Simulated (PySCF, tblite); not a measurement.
**C3H11AlO3Si, a small molecule taken as a stand-in for a surface group (carbon-backed Si): NMR shifts, core binding energies and electronic excitations**

What NMR shifts, core binding energies and electronic excitations should one expect for `C[Si](C)(C)[O][Al]([OH])[OH]`?

Programs: tblite 0.8.0 and PySCF 2.14.0. All values are calculated, for the isolated system unless a continuum is named. Atoms count from 0, parts from 1.

## 1. Starting point

19 atoms, charge 0, multiplicity 1; geometry: distance geometry start.

## 2. Geometry optimisation with GFN2-xTB

The job: settings as JSON, then the geometry in Å.

```
{"job": {"kind": "relax", "xc": "GFN2-xTB", "basis": "xTB"}, "charge": 0, "multiplicity": 1}
C     -1.965294     0.746205    -0.266089
Si    -0.693526    -0.586465    -0.002454
C     -1.422799    -1.971932     0.878788
C     -0.084565    -1.150294    -1.655246
O      0.638052     0.081762     0.943214
Al     0.589519     1.639062     1.938859
O      2.198986     2.605993     2.104992
O     -0.978486     2.659063     1.784125
H     -2.819705     0.308031    -0.672182
H     -2.205846     1.160917     0.653608
H     -1.583052     1.475677    -0.897665
H     -2.263440    -2.324436     0.397200
H     -0.724215    -2.751132     0.961966
H     -1.690562    -1.679669     1.858224
H      0.484182    -0.382673    -2.080723
H      0.511869    -1.993421    -1.502066
H     -0.876001    -1.387507    -2.244292
H      2.273083     3.579921     1.962318
H     -1.441566     2.854805     0.971461
```

Method: GFN2-xTB geometry optimisation, gas phase.

On the command line:

```
$ OMP_NUM_THREADS=1 python cluster_run.py task.json out
```

This one command runs all jobs of the session in turn.

**Question.** The jobs that follow are: PBE0-D3(BJ)/def2-SVP geometry optimisation, gas phase; GIAO PBE0/pcSseg-1 NMR shielding, non-relativistic, gas phase; delta-SCF UKS SCAN, pcX-2 on the ionised atom, pcseg-1 elsewhere, spin-free X2C; TDDFT CAM-B3LYP/def2-SVPD, vertical, gas phase, core orbitals frozen in the response. Predict: point group; rotational constants (main isotopes); ¹³C shifts against TMS (PBE0/pcSseg-1); ¹H shifts against TMS (PBE0/pcSseg-1); ²⁹Si shifts against TMS (PBE0/pcSseg-1); ¹⁷O shifts against H2O (PBE0/pcSseg-1); ²⁷Al shifts against AlH4- (PBE0/pcSseg-1); C1s binding energies, SCAN/pcX-2; Si2p binding energies, SCAN/pcX-2; O1s binding energies, SCAN/pcX-2 (standing for 1 of 3 atoms); lowest singlet (CAM-B3LYP/def2-SVPD); brightest single state of those computed; lowest triplet; vertical ionisation energy (ΔSCF); vertical electron affinity (ΔSCF).

The runs gave:

```
                                                    quantity                                                                    value
                                                 point group                                                                       C1
                        rotational constants (main isotopes)                                                     2.14, 0.73, 0.66 GHz
                      ¹³C shifts against TMS (PBE0/pcSseg-1)                                                        2.3, 2.3, 2.3 ppm
                       ¹H shifts against TMS (PBE0/pcSseg-1)  1.10, 1.08, 0.32, 0.26, 0.15, 0.14, 0.13, 0.12, -0.15, -0.16, -0.17 ppm
                     ²⁹Si shifts against TMS (PBE0/pcSseg-1)                                                                 14.3 ppm
                      ¹⁷O shifts against H2O (PBE0/pcSseg-1)                                                       48.6, 8.7, 2.4 ppm
                   ²⁷Al shifts against AlH4- (PBE0/pcSseg-1)                                                                 10.8 ppm
                            C1s binding energies, SCAN/pcX-2                                       C0 289.84, C2 289.83, C3 289.81 eV
                           Si2p binding energies, SCAN/pcX-2                                                            Si1 106.59 eV
O1s binding energies, SCAN/pcX-2 (standing for 1 of 3 atoms)                                                             O4 537.02 eV
                        lowest singlet (CAM-B3LYP/def2-SVPD)                                              6.84 eV (181 nm), f = 0.028
                    brightest single state of those computed                                              state 4, 7.69 eV, f = 0.161
                                              lowest triplet                                                                  6.66 eV
                           vertical ionisation energy (ΔSCF)                                                                 10.14 eV
                           vertical electron affinity (ΔSCF)                         -0.43 eV (unbound: the value hangs on the basis)
```

**Reading.** Over 5 steps the energy fell by 0.272 eV; of the close pairs, Si1–C3 changed most, 1.928 to 1.875 Å (PBE0/def2-SVP). No frequency check was run at this level, so the end point may be a saddle. At PBE0/pcSseg-1: The widest tensor belongs to Al5: span 109 ppm, with a paramagnetic part of -319 ppm. The C1s levels computed lie within 0.04 eV of one another, too close to rank. The first singlet state (HOMO→LUMO 0.80, HOMO−4→LUMO 0.08) lies at 6.84 eV and is weak; of the 6 states computed, the strongest absorption comes from state 4 at 7.69 eV. The lowest triplet lies 0.18 eV below the lowest singlet (triplets in Tamm-Dancoff, singlets in full TDDFT). ΔSCF puts the ionisation energy at 10.14 eV, 0.67 eV above −ε(HOMO). A capped cluster stands for the solid here, so long-range fields and strain are missing, and bands or shifts of the capping hydrogens have no counterpart in it.
